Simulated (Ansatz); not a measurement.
**H4NOSb (SMILES [NH2][SbH][OH]): single points off equilibrium**

The atoms stand at a structure displaced at random from a GFN2-xTB minimum. How far do the functionals agree with CCSD(T) there?

Program: Ansatz 0.2.0, Gaussian basis. Level of theory: single points in def2-TZVPP. These are calculated values, not measurements.

Correlated methods freeze the cores. Filled d shells of the heavier atoms are correlated. Core potentials replace the inner electrons past krypton, and spin-orbit coupling is left out.

### Step 1. The system as given

SMILES `[NH2][SbH][OH]`, 7 atoms, charge 0, spin multiplicity 1.

Atoms are counted from 1 here; the program's logs count them from 0.

Bond lengths: N1–Sb2 2.005 Å, N1–H4 0.999 Å, N1–H5 1.008 Å, Sb2–O3 1.985 Å, Sb2–H6 1.702 Å, O3–H7 0.948 Å. Angles: Sb2–N1–H4 109.4°, Sb2–N1–H5 113.1°, H4–N1–H5 106.5°, N1–Sb2–O3 91.4°, N1–Sb2–H6 89.7°, O3–Sb2–H6 92.6°, Sb2–O3–H7 113.2°.

Coordinates:

```
atom    x (Å)    y (Å)    z (Å)
  N1  -1.0830   0.5912  -0.6346
 Sb2  -0.0583   0.3267   1.0680
  O3   0.9599  -1.1821   0.2771
  H4  -0.5303   0.2802  -1.4064
  H5  -1.9413   0.0631  -0.6663
  H6   1.0868   1.4733   0.5477
  H7   1.6429  -1.5107   0.8457
```

### Step 2. CCSD(T)/def2-TZVPP

run/in.yaml reads:

```yaml
crystal:
  periodic: [false, false, false]
  atoms:
    - {symbol: N, position_ang: [-1.083000, 0.591200, -0.634600]}
    - {symbol: Sb, position_ang: [-0.058300, 0.326700, 1.068000]}
    - {symbol: O, position_ang: [0.959900, -1.182100, 0.277100]}
    - {symbol: H, position_ang: [-0.530300, 0.280200, -1.406400]}
    - {symbol: H, position_ang: [-1.941300, 0.063100, -0.666300]}
    - {symbol: H, position_ang: [1.086800, 1.473300, 0.547700]}
    - {symbol: H, position_ang: [1.642900, -1.510700, 0.845700]}
basis:
  gaussian: {orbitals: def2-TZVPP}
correlation: {method: ccsd_t}
output: {forces: true}
```

No record of the launch command was kept for these runs.

### Step 3. PBE0-D4/def2-TZVPP

run/in.yaml, as its differences from that of step 2:

```diff
@@ -12,3 +12,3 @@
   gaussian: {orbitals: def2-TZVPP}
-correlation: {method: ccsd_t}
-output: {forces: true}
+hamiltonian: {xc: pbe0, dispersion: d4}
+output: {forces: true, orbitals: {seedname: orbitals}}
```

### Step 4. wB97M-V/def2-TZVPP

run/in.yaml, as its differences from that of step 3:

```diff
@@ -12,3 +12,3 @@
   gaussian: {orbitals: def2-TZVPP}
-hamiltonian: {xc: pbe0, dispersion: d4}
-output: {forces: true, orbitals: {seedname: orbitals}}
+hamiltonian: {xc: {name: wB97M-V}}
+output: {forces: true}
```

### Step 5. r2SCAN-D4/def2-TZVPP

run/in.yaml, as its differences from that of step 4:

```diff
@@ -12,3 +12,3 @@
   gaussian: {orbitals: def2-TZVPP}
-hamiltonian: {xc: {name: wB97M-V}}
+hamiltonian: {xc: r2scan, dispersion: d4}
 output: {forces: true}
```

### Step 6. PBE-D4/def2-TZVPP

run/in.yaml, as its differences from that of step 5:

```diff
@@ -12,3 +12,3 @@
   gaussian: {orbitals: def2-TZVPP}
-hamiltonian: {xc: r2scan, dispersion: d4}
+hamiltonian: {xc: pbe, dispersion: d4}
 output: {forces: true}
```

### Step 7. revPBE-D4/def2-TZVPP

run/in.yaml, as its differences from that of step 6:

```diff
@@ -12,3 +12,3 @@
   gaussian: {orbitals: def2-TZVPP}
-hamiltonian: {xc: pbe, dispersion: d4}
+hamiltonian: {xc: {name: revPBE}, dispersion: d4}
 output: {forces: true}
```

### Step 8. SPW92/def2-TZVPP

run/in.yaml, as its differences from that of step 7:

```diff
@@ -12,3 +12,3 @@
   gaussian: {orbitals: def2-TZVPP}
-hamiltonian: {xc: {name: revPBE}, dispersion: d4}
+hamiltonian: {xc: lda}
 output: {forces: true}
```

(Steps that only read results are left out.)

What does the calculation give? Wanted: energy less free atoms, CCSD(T)/def2-TZVPP; RMS force component; RMS force error; HOMO and LUMO, PBE0-D4; T1 diagnostic.

As calculated:

| quantity | value |
| --- | --- |
| energy less free atoms, CCSD(T)/def2-TZVPP | -477.5 kcal/mol |
| RMS force component | 0.301 to 0.559 eV/Å over the methods |
| RMS force error | PBE0-D4 0.080, wB97M-V 0.053, r2SCAN-D4 0.116, PBE-D4 0.319, revPBE-D4 0.361, SPW92 0.283 eV/Å |
| HOMO and LUMO, PBE0-D4 | -7.06 and -0.85 eV |
| T1 diagnostic | 0.014 |

What this shows: Against CCSD(T) the functionals' energies less atoms differ by -108.8 to -11.3 kcal/mol, PBE-D4 by -31.3 kcal/mol. CCSD(T) in triple zeta still lacks some correlation energy of the bonds, so part of these gaps is its own basis error and they don't rank the functionals. On forces the order runs from wB97M-V to revPBE-D4. Frozen-core CCSD(T) forces in triple zeta carry basis errors of their own, and this is one geometry, so small gaps rank nothing.
